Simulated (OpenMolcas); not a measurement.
# InN2H4 (SMILES [NH2][In][NH2]) at U-mPW1PW91/STO-3G (RICD fitting, electric field -0.005 a.u., field axis x)

What is the energy difference between two shapes of InN2H4 at U-mPW1PW91/STO-3G (RICD fitting, electric field -0.005 a.u., field axis x)? 

Program for the calculation: OpenMolcas 26.06.

7 further runs of the same task are left out: 7 set aside as unsound or not needed.

## 1. The molecule

The species is InN2H4 (7 atoms), meant as a doublet with charge 0. As SMILES, `[NH2][In][NH2]`. Geometry: a GFN2-xTB relaxation, a rough one for these elements and not checked as a minimum. This is one conformer, not always the lowest.

Bond lengths: N1–In2 2.185 Å, In2–N3 2.185 Å, N1–H4 1.017 Å, N1–H5 1.018 Å, N3–H6 1.017 Å, N3–H7 1.017 Å. Angles: N1–In2–N3 105.4°, In2–N1–H4 115.9°, In2–N1–H5 106.6°, In2–N3–H6 115.8°, In2–N3–H7 106.7°, H4–N1–H5 105.6°, H6–N3–H7 105.5°.

## 2. A single-point energy at U-mPW1PW91/STO-3G (RICD fitting, electric field -0.005 a.u., field axis x)

Contents of struct.xyz:

```xyz
7

N     -1.589070     0.545230    -0.462220
In    -0.360410    -0.437980     1.053550
N      1.666770    -0.453800     0.238780
H     -2.594820     0.480500    -0.328850
H     -1.399520     0.071270    -1.342680
H      2.404170    -0.704450     0.892740
H      1.872890     0.499240    -0.051330
```

Contents of test.inp:

```
&GATEWAY
Coord
struct.xyz
Basis
STO-3G
Group
NoSym
RICD
&SEWARD
&FFPT
Dipole
X 0.005
&SCF
UHF
Spin
2
KSDFT
HYB_GGA_XC_MPW1PW
PrOrbitals
1
```

Command:

```console
$ export MOLCAS_MEM=1860
$ pymolcas test.inp > test.log
```

What it wrote:

```text
--- Start Module: gateway ---
[...]
--- Stop Module: gateway /rc=_RC_ALL_IS_WELL_ ---
[...]
      Basis functions           41
[...]
--- Start Module: ffpt ---
[...]
--- Stop Module: ffpt /rc=_RC_ALL_IS_WELL_ ---
--- Start Module: scf ---
[...]
       Convergence after  13 Iterations
[...]
::    Total KS-DFT energy                           -5795.6942821484
[...]
      Total spin, S                                     0.5033631893
[...]
      Total electronic charge=   67.000000
      Total            charge=   -0.000000
[...]
      Dipole Moment (debye):
      Origin of the operator (angstrom)=   -0.2725   -0.3314    0.7969
                   X= -1.0487E+00               Y= -4.6134E-01               Z=  1.3063E+00           Total=  1.7375E+00
      Quadrupole Moment (debye*angstrom):
[...]
--- Stop Module: scf /rc=_RC_ALL_IS_WELL_ ---
[...]
```

Run time: 4.5 s. Hardware: 1 thread of Arm Neoverse V2, shared host.

## 3. The distorted shape

Contents of struct.xyz:

```xyz
7

N     -1.587895     0.566019    -0.456647
In    -0.355153    -0.411473     1.046970
N      1.667955    -0.451703     0.232256
H     -2.620929     0.447551    -0.340628
H     -1.406004     0.053848    -1.320717
H      2.394605    -0.674482     0.879803
H      1.869178     0.463228    -0.053226
```

Contents of test.inp:

```
* H4InN2 Kohn-Sham DFT
>>> EXPORT MOLCAS_PRINT=2

&GATEWAY
 COORD = struct.xyz
 BASIS = STO-3G
 GROUP = NoSym
 RICD

&SEWARD

&FFPT
 DIPOLE
 X 0.005

&SCF
 UHF
 SPIN = 2
 KSDFT = HYB_GGA_XC_MPW1PW
 PRORBITALS = 1
```

Command:

```console
$ export MOLCAS_MEM=1860
$ pymolcas test.inp > test.log
```

What it wrote:

```text
--- Start Module: gateway ---
[...]
--- Stop Module: gateway /rc=_RC_ALL_IS_WELL_ ---
[...]
      Basis functions           41
[...]
--- Start Module: ffpt ---
[...]
--- Stop Module: ffpt /rc=_RC_ALL_IS_WELL_ ---
--- Start Module: scf ---
[...]
       Convergence after  15 Iterations
[...]
::    Total KS-DFT energy                           -5795.6912344052
[...]
      Total spin, S                                     0.5032187221
[...]
      Total electronic charge=   67.000000
      Total            charge=   -0.000000
[...]
      Dipole Moment (debye):
      Origin of the operator (angstrom)=   -0.2685   -0.3089    0.7916
                   X= -1.0246E+00               Y= -4.7865E-01               Z=  1.3397E+00           Total=  1.7532E+00
      Quadrupole Moment (debye*angstrom):
[...]
--- Stop Module: scf /rc=_RC_ALL_IS_WELL_ ---
[...]
```

Wall time 4.8 s (1 thread of Arm Neoverse V2, shared host).

## 4. What came out

At U-mPW1PW91/STO-3G (RICD fitting, electric field -0.005 a.u., field axis x):

| quantity | value |
| --- | --- |
| first shape: total energy | -5795.69428 Eh |
| first shape: dipole moment | 1.74 D |
| first shape: ⟨S²⟩ | 0.757 |
| distorted shape: total energy | -5795.69123 Eh |
| distorted shape: dipole moment | 1.75 D |
| distorted shape: ⟨S²⟩ | 0.756 |
| energy change with the atoms displaced | 0.083 eV |

What this shows: With the atoms displaced the energy rises by 0.08 eV (8.0 kJ/mol). The first shape isn't relaxed at this level, so the change isn't measured from a minimum. The minimal basis adds a large error of its own. Mulliken charges (first shape) run from -0.52 on N3 to +0.48 on In2; they depend strongly on the basis. Relativity is left out (first shape) although the molecule holds a heavy atom. Relativity is left out (distorted shape) although the molecule holds a heavy atom.
